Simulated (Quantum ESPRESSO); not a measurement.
## PPt: single point with PBE+U

The system is PPt.

```
Pt P
1.0
     3.74303    0.00000    0.00000
    -1.87151    3.24156    0.00000
     0.00000    0.00000    6.35374
Pt P
2 2
Cartesian
  0.0000 2.1610 2.3630
  1.8715 1.0805 5.5398
  0.0000 2.1610 0.0197
  1.8715 1.0805 3.1966
```

The cell comes from a database or a generator and needn't be the stable form of this composition.

```yaml
Program: Quantum ESPRESSO 7.5
Task: single point
Functional: PBE
Potentials_or_basis: SSSP 1.3 efficiency PBE
Cutoff: 748 eV
Density_cutoff: 5987 eV
k_mesh: 8 × 8 × 4
Occupations: fermi-dirac, width 0.05 eV
Spin: no spin polarisation
Hubbard_terms: Pt d U = 8 eV
Hubbard_projectors: ortho-atomic
Mixing_beta: 0.3
Most_SCF_iterations: 120
SCF_threshold: 8e-10 Ry
```

```json
{"Pressure": "2.8 GPa", "Largest force": "0.127 eV/Å", "Band gap on the k mesh": "none (metal or under the smearing width)"}
```

Forces on the atoms (eV/Å):
```
Pt   0.000  0.000 -0.127
Pt   0.000  0.000 -0.127
P    0.000  0.000  0.127
P    0.000  0.000  0.127
```

Stress tensor (GPa, compression positive):
```
2.78 0.00 0.00
0.00 2.78 0.00
0.00 0.00 2.91
```

Levels at points of the mesh, in eV from the Fermi level:
```csv
k point,band 17,band 18,band 19,band 20,band 21,band 22,band 23,band 24
"(0.00, 0.00, 0.00)",-5.29,-5.29,-4.00,1.92,1.92,3.54,3.79,4.14
"(0.00, 0.00, -0.50)",-5.59,-5.59,-0.17,-0.17,2.81,2.81,2.81,2.81
"(0.00, -0.50, 0.00)",-5.07,-4.21,-2.79,-2.76,-2.01,-0.75,0.85,1.91
"(0.00, -0.50, -0.50)",-4.13,-4.13,-3.74,-3.74,0.28,0.28,0.60,0.60
```

Eigenvalues of the final occupation matrices:
| site | spin | trace | eigenvalues |
| --- | --- | --- | --- |
| Pt 1 5d | each | 4.55 | 0.87 0.87 0.89 0.96 0.96 |
| Pt 2 5d | each | 4.55 | 0.87 0.87 0.89 0.96 0.96 |

Wall time 40 s on 1 thread of AMD EPYC 9R45 96-Core Processor (Zen 5), on a shared host, peak memory 0.39 GiB.

Caveat: U without spin polarisation on a metal has little footing; the U is typed as a test and isn't derived for this compound. Spin-orbit coupling is left out, which matters for the levels of Pt.
